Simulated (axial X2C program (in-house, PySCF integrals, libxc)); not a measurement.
# BrTiBr: bond lengths and stretches, held linear

An exercise on one series of results from a longer session: the logs are not shown, and one member is left open.

Program: an in-house X2C program for linear molecules on PySCF integrals. Level of theory: all-electron X2C, two-component (2c) or spin-free, Br dyall-av3z, Ti dyall-v3z. These are calculated values, not measurements.

All values are calculated.

2 further runs of the same task are left out: 2 set aside as unsound or not needed.

The first run:

task.json reads:

```json
{"zs": [35, 22, 35], "q": 0, "bas": ["dyall-av3z", "dyall-v3z", "dyall-av3z"], "r0": [2.5, 2.5], "symm": 1, "scan": ["PBE0", "HF", "B3LYP"], "levels": ["PBE0", "HF", "BHandHLYP"], "nst": 2}
```

Keys: zs atomic numbers; q charge; bas basis sets; r0 starting distance in Å; symm equal bonds; scan levels of the two-bond scan (MP2 follows by itself at each HF point); levels methods; nst determinants followed.

Started as:

```
$ python solin.py task.json out
```

Masses Br 78.918, Ti 47.948, Br 78.918 u.

Steps of the session up to this table: Scan at PBE0, 2c; Scan at HF, 2c; Scan at B3LYP, 2c.

One of the session's tables, all rows but one given; the rest of the session is left out.

```
           level  r(Br–Ti) (Å)  r(Ti–Br) (Å)  lower stretch (cm⁻¹)  upper stretch (cm⁻¹)
        PBE0, 2c         2.383         2.383                 203.1                 395.2
          HF, 2c             ?             ?                     ?                     ?
       B3LYP, 2c         2.399         2.399                 200.0                 388.0
         MP2, 2c         2.378         2.378                 202.2                 402.0
 PBE0, spin-free         2.383         2.383                 203.4                 395.5
   HF, spin-free         2.474         2.474                 186.6                 370.7
B3LYP, spin-free         2.399         2.399                 200.3                 388.3
  MP2, spin-free         2.378         2.378                 202.5                 402.3
```

**Question.** Estimate the row for HF, 2c.

The run gave: r(Br–Ti) (Å): 2.475; r(Ti–Br) (Å): 2.475; lower stretch (cm⁻¹): 186.1; upper stretch (cm⁻¹): 370.1. In the column «r(Br–Ti) (Å)» it is the highest.

Scans not shown above were run alike.

To keep in mind: The molecule was held linear; bending was not examined, so a bent shape may lie lower. Note: functional without a current term on a determinant with orbital currents, of the molecule or an atom.
